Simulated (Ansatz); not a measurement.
## C₃H₄F₂Si, SMILES C#C[SiH](F)CF: a single point from an input written key by key, step by step

Program: the Ansatz DFT code, driven from Python.

`input.yaml`
```yaml
crystal:
  periodic: [false, false, false]
  atoms:
    - { symbol: C, position_ang: [1.59, -0.0283, 2.1965] }
    - { symbol: C, position_ang: [0.7559, -0.2499, 1.3108] }
    - { symbol: Si, position_ang: [-0.4952, -0.6625, -0.066] }
    - { symbol: F, position_ang: [0.0984, -2.0324, -0.7271] }
    - { symbol: C, position_ang: [-0.5469, 0.6092, -1.3969] }
    - { symbol: F, position_ang: [-1.0523, 1.7978, -0.8802] }
    - { symbol: H, position_ang: [2.2617, 0.2504, 2.9647] }
    - { symbol: H, position_ang: [-1.7674, -0.8943, 0.531] }
    - { symbol: H, position_ang: [-1.2002, 0.3208, -2.1549] }
    - { symbol: H, position_ang: [0.439, 0.8382, -1.7749] }
basis:
  gaussian: { orbitals: def2-SVP }
hamiltonian:
  xc: { name: BHLYP }
output:
  forces: true
```

The cells in order, each with its output:

```python
import ansatz as az
import numpy as np
import pandas as pd
```

```python
session = az.Session.from_deck("input.yaml")
report = session.plan(threads=1).execute().report

print("reference energy %16.6f eV" % report["reference_energy_ev"])
print("total energy     %16.6f eV" % report["free_energy_ev"])
print("occupied orbitals outside the frozen core (up, down):", report["n_occupied"], " frozen:", report["n_frozen"], " virtual:", report["n_virtual"])
symbols = ["C", "C", "Si", "F", "C", "F", "H", "H", "H", "H"]
```

    reference energy    -16473.732064 eV
    total energy        -16473.732064 eV
    occupied orbitals outside the frozen core (up, down): [27, 27]  frozen: 0  virtual: [81, 81]

```python
print("forces (eV/A)")
for symbol, f in zip(symbols, report["forces_ev_ang"]):
    print(f"  {symbol:2s} {f[0]:9.4f} {f[1]:9.4f} {f[2]:9.4f}")
charges = report["charge_distribution"]
table = pd.DataFrame({"atom": symbols, "mulliken": charges["mulliken_charges_e"], "lowdin": charges["lowdin_charges_e"]})
print(table.round(3).to_string())
print("dipole (e A):", np.round(charges["dipole_moment_e_ang"], 4) + 0.0)
```

    forces (eV/A)
      C    -2.6235   -0.4170   -2.6389
      C     1.1804    0.3278    1.1500
      Si    2.4115   -0.6365    1.3794
      F    -0.4701    0.5051    0.0615
      C     0.6369    1.6658    1.4560
      F     0.0169   -0.2643    0.1769
      H     0.3779   -0.0260    0.3408
      H    -0.8951   -0.2195    0.2934
      H    -1.0321   -0.7425   -1.7905
      H     0.3971   -0.1929   -0.4286
      atom  mulliken  lowdin
    0    C    -0.198  -0.017
    1    C    -0.111  -0.181
    2   Si     0.888   0.363
    3    F    -0.392  -0.055
    4    C     0.107   0.005
    5    F    -0.332  -0.026
    6    H     0.043   0.020
    7    H    -0.105  -0.083
    8    H     0.040  -0.024
    9    H     0.059  -0.003
    dipole (e A): [ 0.0222  0.0359 -0.0434]

Total energies depend on the basis set; only differences at equal settings carry meaning. The geometry is a force-field or estimated start, not a minimum of this method, and the basis set is short of its limit. The Löwdin charges here are taken after orthogonalising the functions within each atom; they differ from plain Löwdin charges, and their signs can be unphysical. The whole script took 5 s on 1 thread of Arm Neoverse V2, with other jobs on the host, peak memory 0.31 GiB.

(Lines on the test bed's own set-up are left out of the output.)
